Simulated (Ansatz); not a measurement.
This script for the Python package of Ansatz (0.2.0) starts 4 runs on TiO₂, space group R-3m. What input does the engine get in each?

Script `ecut_tio2.py`:
```python
'''Cutoff test for TiO2.'''

import ansatz as az
import numpy as np
import pandas as pd

vectors = np.array([
    [1.4973312, 0.86448457, 6.98154439],
    [-1.4973312, 0.86448457, 6.98154439],
    [0.0, -1.72896914, 6.98154439],
])
system = (
    az.Lattice.of(vectors)
    .atom('Ti', (0.0, 0.0, 0.0))
    .atom('O', (0.620467, 0.620467, 0.620467))
    .atom('O', (0.379533, 0.379533, 0.379533))
)

model = (
    system.calculation()
    .functional('r2SCAN')
    .kpoints(8, 8, 8)
    .occupations('fermi_dirac', width=0.05)
)

rows = []
for value in [300, 350, 400, 450]:
    r = model.basis(value).run(threads=1, pin='off').report
    rows.append((value, r['free_energy_ev'] / len(r['lattice']['sites']), r['n_iterations'], r['n_pw']))

table = pd.DataFrame(rows, columns=['cutoff (eV)', 'F/atom (eV)', 'iterations', 'plane waves'])
print(table.round(5).to_string(index=False))

# differences from the last row
for row in rows[:-1]:
    shift = 1000 * (row[1] - rows[-1][1])
    print(f'{row[0]}: {shift:+.2f} meV/atom' + ('  (within 5 meV)' if abs(shift) < 5 else ''))
```

Run 1:
```yaml
crystal:
  lattice:
    - [1.4973312, 0.86448457, 6.98154439]
    - [-1.4973312, 0.86448457, 6.98154439]
    - [0.0, -1.72896914, 6.98154439]
  atoms:
    - { symbol: Ti, position: [0.0, 0.0, 0.0] }
    - { symbol: O, position: [0.620467, 0.620467, 0.620467] }
    - { symbol: O, position: [0.379533, 0.379533, 0.379533] }
basis:
  ecutwfc: 300.0
kpoints:
  mp_grid:
    grid: [8, 8, 8]
hamiltonian:
  xc: r2scan
scf:
  occupations:
    method: fermi_dirac
    width: 0.05
```

Run 2, against run 1:
```diff
-  ecutwfc: 300.0
+  ecutwfc: 350.0
```

Run 3, against run 1:
```diff
-  ecutwfc: 300.0
+  ecutwfc: 400.0
```

Run 4, against run 1:
```diff
-  ecutwfc: 300.0
+  ecutwfc: 450.0
```

```console
$ python ecut_tio2.py
DeckWarning: basis.ecutwfc = 300 eV is below the records' recommended 500 eV, and the density's cutoff is lower with it unless basis.ecutrho_ratio is high enough to keep the records' density cutoff: compare with a run at a higher cutoff
DeckWarning: basis.ecutwfc = 350 eV is below the records' recommended 500 eV, and the density's cutoff is lower with it unless basis.ecutrho_ratio is high enough to keep the records' density cutoff: compare with a run at a higher cutoff
DeckWarning: basis.ecutwfc = 400 eV is below the records' recommended 500 eV, and the density's cutoff is lower with it unless basis.ecutrho_ratio is high enough to keep the records' density cutoff: compare with a run at a higher cutoff
DeckWarning: basis.ecutwfc = 450 eV is below the records' recommended 500 eV, and the density's cutoff is lower with it unless basis.ecutrho_ratio is high enough to keep the records' density cutoff: compare with a run at a higher cutoff
 cutoff (eV)  F/atom (eV)  iterations  plane waves
         300  -1214.92823           7          655
         350  -1215.20016           9          807
         400  -1215.24930           9          989
         450  -1215.25578           9         1177
300: +327.55 meV/atom
350: +55.62 meV/atom
400: +6.48 meV/atom
```
(Warnings from the package without file and line.)

Reading the output:
- The run is spin-unpolarised.
- The structure comes from a database of computed cells and needn't be a stable or known phase.
- Shifts are counted from the last row, which is itself no proven limit.
- It ran for 21 s on 1 thread of Arm Neoverse V2, on a shared host, peak memory 0.54 GiB.
